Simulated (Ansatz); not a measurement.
# ClGeH5Si: atomisation energy in Python

How much energy holds ClGeH5Si together? Aim: an atomisation energy, for ClGeH5Si, run from a script.

Program: Ansatz 0.2.0 through its Python package. Level of theory: MP2/def2-TZVP. These are calculated values, not measurements.

### 1 The system

Bond lengths: Cl1–Si2 2.038 Å, Si2–Ge3 2.289 Å, Si2–H4 1.460 Å, Si2–H5 1.474 Å, Ge3–H6 1.572 Å, Ge3–H7 1.599 Å, Ge3–H8 1.499 Å. Angles: Cl1–Si2–Ge3 107.9°, Cl1–Si2–H4 112.8°, Cl1–Si2–H5 110.7°, Ge3–Si2–H4 108.6°, Ge3–Si2–H5 110.2°, H4–Si2–H5 106.7°, Si2–Ge3–H6 109.6°, Si2–Ge3–H7 109.8°, Si2–Ge3–H8 111.6°, H6–Ge3–H7 107.1°, H6–Ge3–H8 110.1°, H7–Ge3–H8 108.5°.

The script holds or builds the structure itself.

### 2 The code

The input, tae_clgeh5si.py:

```python
"""Atomisation energy of ClGeH5Si at the given geometry."""

from collections import Counter

import ansatz


def energy_of(molecule, charge=0, unpaired=0):
    calc = molecule.calculation().basis(gaussian="def2-TZVP").correlation("MP2")
    if charge:
        calc = calc.charge(charge)
    if unpaired:
        calc = calc.spin("collinear", total=unpaired)
    return calc.run(threads=1).report["free_energy_ev"]

GEOMETRY = """
Cl   -2.27620    1.19240   -0.24680
Si   -0.43450    0.59220   -0.87900
Ge    0.51660   -0.64360    0.79670
H    -0.49020   -0.22710   -2.08620
H     0.41210    1.75610   -1.19620
H     0.68710    0.24990    2.07830
H     1.97850   -1.11920    0.35720
H    -0.30110   -1.85780    1.12020
"""


def main() -> None:
    mol = ansatz.Crystal.molecule()
    for line in GEOMETRY.strip().splitlines():
        symbol, *xyz = line.split()
        mol = mol.atom(symbol, [float(v) for v in xyz])

    # Hund ground states
    unpaired = {"Cl": 1, "Si": 2, "Ge": 2, "H": 1}
    counts = Counter(site.symbol for site in mol.cartesian_sites)
    atom_energy = {s: energy_of(ansatz.Crystal.molecule().atom(s, (0, 0, 0)), 0, unpaired[s]) for s in counts}
    whole = energy_of(mol, 0, 0)
    for s, e in atom_energy.items():
        print(f"{s:2s} x{counts[s]}  {e:14.5f} eV")
    print(f"ClGeH5Si: {whole:.5f} eV")
    split = sum(counts[s] * e for s, e in atom_energy.items()) - whole
    print(f"atomisation energy (no zero-point term): {96.485332 * split:.1f} kJ/mol, {split / sum(counts.values()):.3f} eV an atom")


if __name__ == "__main__":
    main()
```

### 3 The input behind the calls

The package turns the script's settings into the engine's input (first run):

```yaml
crystal:
  periodic: [false, false, false]
  atoms:
    - { symbol: Cl, position_ang: [0.0, 0.0, 0.0] }
basis:
  gaussian:
    orbitals: def2-TZVP
magnetization:
  spin_polarized: true
  initial_magnetization: 1.0
correlation:
  method: mp2
```

### 4 Running it

Command:

```sh
python tae_clgeh5si.py
```

Log:

```text
Cl x1    -12507.22711 eV
Si x1     -7861.52477 eV
Ge x1    -56477.31752 eV
H  x5       -13.60052 eV
ClGeH5Si: -76935.65578 eV
atomisation energy (no zero-point term): 2082.5 kJ/mol, 2.698 eV an atom
```

It took 5.7 s on 1 thread of Arm Neoverse V1, shared host; peak memory 0.34 GiB.

### 5 Inputs of later runs

The engine's inputs for some of the other runs:

Run 3, against run 1:

```diff
@@ -4 +4 @@
-    - { symbol: Cl, position_ang: [0.0, 0.0, 0.0] }
+    - { symbol: Ge, position_ang: [0.0, 0.0, 0.0] }
@@ -10 +10 @@
-  initial_magnetization: 1.0
+  initial_magnetization: 2.0
```

Run 4, against run 1:

```diff
@@ -4 +4 @@
-    - { symbol: Cl, position_ang: [0.0, 0.0, 0.0] }
+    - { symbol: H, position_ang: [0.0, 0.0, 0.0] }
```

Run 5, against run 1:

```diff
@@ -4 +4,8 @@
-    - { symbol: Cl, position_ang: [0.0, 0.0, 0.0] }
+    - { symbol: Cl, position_ang: [-2.2762, 1.1924, -0.2468] }
+    - { symbol: Si, position_ang: [-0.4345, 0.5922, -0.879] }
+    - { symbol: Ge, position_ang: [0.5166, -0.6436, 0.7967] }
+    - { symbol: H, position_ang: [-0.4902, -0.2271, -2.0862] }
+    - { symbol: H, position_ang: [0.4121, 1.7561, -1.1962] }
+    - { symbol: H, position_ang: [0.6871, 0.2499, 2.0783] }
+    - { symbol: H, position_ang: [1.9785, -1.1192, 0.3572] }
+    - { symbol: H, position_ang: [-0.3011, -1.8578, 1.1202] }
@@ -8,3 +14,0 @@
-magnetization:
-  spin_polarized: true
-  initial_magnetization: 1.0
```

### 6 What each run gave

One row for each of the 5 runs:

```
run    system  unpaired or total moment  energy (eV)  <S²>  iterations in all  CPU time (s)
  1        Cl                         1  -12507.2271  0.76                 40          0.18
  2        Si                         2   -7861.5248  2.02                 52           0.2
  3        Ge                         2  -56477.3175  2.01                 37          0.49
  4         H                         1     -13.6005  0.75                 10          0.02
  5  ClGeH5Si                   not set  -76935.6558  0.00                 14           4.3
```

Totals carry meaning only in balanced differences at one level of theory.

### 7 Outcome

```
                         quantity          value
atomisation energy, no zero point  2082.5 kJ/mol
                    runs compared              5
```

What this shows: Zero-point motion and spin-orbit terms of the atoms are left out, and both would lower it. 2082.5 kJ/mol from the electronic energies, without the zero-point term. The geometry is a force-field or estimated start, not a minimum of this method, and the basis set is short of its limit. All parts are taken at fixed geometry, without zero-point energy.
